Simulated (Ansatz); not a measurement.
Run this with Ansatz 0.2.0 through its Python package and show what comes out.

The script, `run_tae.py`:
```python
# -*- coding: utf-8 -*-
from collections import Counter

import ansatz as az


def single_point(molecule, charge=0, unpaired=0):
    calc = (
        molecule.calculation()
        .basis(gaussian="cc-pVTZ")
        .functional("B3LYP", dispersion="d4")
    )
    if charge:
        calc = calc.charge(charge)
    if unpaired:
        calc = calc.spin("collinear", total=unpaired)
    return calc.run().report["free_energy_ev"]

geometry_ang = [
    ("O", (0.7323, 1.7767, 0.9257)),
    ("B", (0.002, 0.6161, 0.4406)),
    ("N", (-1.2816, -0.1028, -0.0788)),
    ("Si", (0.0793, -1.2937, -0.1049)),
    ("H", (1.0089, 2.2564, 0.0711)),
    ("H", (-1.4049, 0.242, -1.0446)),
    ("H", (0.1762, -2.1305, 1.109)),
    ("H", (0.78, -1.4214, -1.3739)),
]
system = az.Crystal.molecule()
for symbol, xyz in geometry_ang:
    system = system.atom(symbol, xyz)

unpaired = {"O": 2, "B": 1, "N": 3, "Si": 2, "H": 1}
counts = Counter(site.symbol for site in system.cartesian_sites)
atom_energy = {s: single_point(az.Crystal.molecule().atom(s, (0, 0, 0)), 0, unpaired[s]) for s in counts}
whole = single_point(system, 0, 0)
for s, e in atom_energy.items():
    print(f"{s:2s} x{counts[s]}  {e:14.5f} eV")
print(f"BH4NOSi: {whole:.5f} eV")
split = sum(counts[s] * e for s, e in atom_energy.items()) - whole
print(f"atomisation energy (no zero-point term): {23.060548 * split:.1f} kcal/mol, {split / sum(counts.values()):.3f} eV an atom")
```

```console
$ python run_tae.py
O  x1     -2043.35363 eV
B  x1      -671.13503 eV
N  x1     -1485.79013 eV
Si x1     -7874.87526 eV
H  x4       -13.66437 eV
BH4NOSi: -12157.90197 eV
atomisation energy (no zero-point term): 647.8 kcal/mol, 3.511 eV an atom
```

647.8 kcal/mol from the electronic energies, without the zero-point term.

What to keep in mind:
- Total energies depend on the basis set; only differences at equal settings carry meaning.
- The geometry is a force-field or estimated start, not a minimum of this method, and the basis set is short of its limit. All parts are taken at fixed geometry, without zero-point energy.
- b3lyp holds the VWN-RPA fit, as in Gaussian; the form of ORCA and Turbomole is b3lyp5.
- For Al to Cl the sets with a tight d function, cc-pV(X+d)Z, are usual.
- Timing: 3.9 s on 1 thread of Intel(R) Xeon(R) Processor @ 2.30GHz, on a shared host, peak memory 0.37 GiB.
